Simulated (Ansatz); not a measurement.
## BFH6N2Si, SMILES BN[SiH](N)F: a ladder of methods at one geometry, step by step

Program: Ansatz 0.2.0 through its Python package.

Run as a notebook:

In [1]:
```python
from pathlib import Path

import ansatz as az
import numpy as np
```

In [2]:
```python
SETTINGS = {
    "basis": "cc-pVDZ",
}

GEOMETRY = """
B    -0.60360    0.87230   -1.44980
N     0.70290    0.48070   -0.92770
Si    0.45390   -0.06750    0.75100
N    -0.46920   -1.52190    0.79460
F    -0.23010    1.14390    1.66510
H    -0.83650    2.05620   -1.78210
H    -1.48470    0.12300   -1.61470
H     1.34950    1.35200   -0.89610
H     1.80500   -0.37420    1.38230
H    -0.57680   -1.85130    1.81520
H    -0.04500   -2.27020    0.28300
"""
```

In [3]:
```python
bfh6n2si = az.Crystal.molecule()
for line in GEOMETRY.strip().splitlines():
    symbol, *xyz = line.split()
    bfh6n2si = bfh6n2si.atom(symbol, [float(v) for v in xyz])
```

In [4]:
```python
calc = bfh6n2si.calculation().basis(gaussian=SETTINGS["basis"])
```

In [5]:
```python
print("functional    E (Ha)        dipole (D)   HOMO (eV)  LUMO (eV)")
for name in ["lc_wpbe", "b3lyp", "r2scan0", "pbe", "hf", "revpbe"]:
    summary = calc.functional(name).forces().orbitals().run(threads=1, backend="cpu", runs_dir="runs").report
    lines = Path(summary["orbitals_path"]).read_text().splitlines()
    field_of = lambda key: [line.split("=")[1].strip() for line in lines if line.startswith(key)]
    orbitals = [(27.211386 * float(e), s, float(n)) for e, s, n in zip(field_of("Ene="), field_of("Spin="), field_of("Occup="))]
    homo = max(e for e, _, n in orbitals if n > 0.5)
    lumo = min(e for e, _, n in orbitals if n < 0.5)
    dipole = 4.803205 * np.linalg.norm(summary["charge_distribution"]["dipole_moment_e_ang"])
    print(f"{name:10s} {summary['free_energy_ev'] / 27.211386246:14.6f} {dipole:9.3f} {homo:11.3f} {lumo:10.3f}")
```
```text
functional    E (Ha)        dipole (D)   HOMO (eV)  LUMO (eV)
lc_wpbe       -527.174125     2.210     -10.560      1.736
b3lyp         -527.433937     2.234      -7.421     -0.850
r2scan0       -527.234379     2.249      -7.962     -0.454
pbe           -526.978012     2.239      -6.175     -1.654
hf            -525.570789     2.236     -11.436      3.031
revpbe        -527.266322     2.210      -6.143     -1.547
```

Notes:
- Total energies depend on the basis set; only differences at equal settings carry meaning.
- The geometry is a force-field or estimated start, not a minimum of this method, and the basis set is short of its limit. A lower total doesn't mark the better method: functionals have no common bound, and MP2 and coupled cluster aren't variational.
- b3lyp holds the VWN-RPA fit, as in Gaussian; the form of ORCA and Turbomole is b3lyp5.
- Levels such as HOMO and LUMO are orbital energies: with these approximate functionals they aren't the ionisation energy and electron affinity, and their gap isn't the fundamental gap.
- For Al to Cl the sets with a tight d function, cc-pV(X+d)Z, are usual.
- The whole script took 28 s on 1 thread of Arm Neoverse V1 (shared host), peak memory 0.3 GiB.
